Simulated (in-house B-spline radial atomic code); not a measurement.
**Mo⁵⁺: ionisation energy by several methods**

The task here is to estimate one member of a computed series from the others.

The numbers are computed with in-house B-spline radial atomic code version 1 (Dirac-Coulomb, several functionals; spherical all-electron atom at the radial basis limit), except any that are marked as measured or tabulated.

**Starting point**

* element: molybdenum (Z = 42)
* charge: +5
* electrons: 37
* configuration: [Kr] 4d1
* nucleus: Fermi, rms radius 4.409 fm

The outer shells:

[Kr] 4d1
```
[Kr] core
4d [↑ ][  ][  ][  ][  ]
```

The boxes only draw the filling; these runs are spin-restricted and spherical.

The first run:

Input settings:

```ini
Z = 42
electrons = 37.0
configuration = [Kr] 4d1
hamiltonian = dirac
method = rpbe,pbe
spin_polarised = False
nucleus = fermi
rms_radius = 4.4091
mass_number = 98
atomic_mass = 97.905403609
speed_of_light = 137.035999084
```

Steps of the session up to this table: RPBE; LDA (PW92); AM05; relativistic LDA; exchange-only LDA; BP86.

One table of the session follows, with a row left open; its other results are not shown here.

| method | ΔSCF (eV) |
| --- | --- |
| LDA (PW92) | 68.639 |
| relativistic LDA | 68.670 |
| exchange-only LDA | 66.966 |
| RPBE | 68.440 |
| AM05 | ? |
| BP86 | 68.483 |

**Question.** Estimate the row for AM05.

**Answer.** ΔSCF (eV): 68.429. In the column «ΔSCF (eV)» it lies between exchange-only LDA (66.966) and RPBE (68.440).
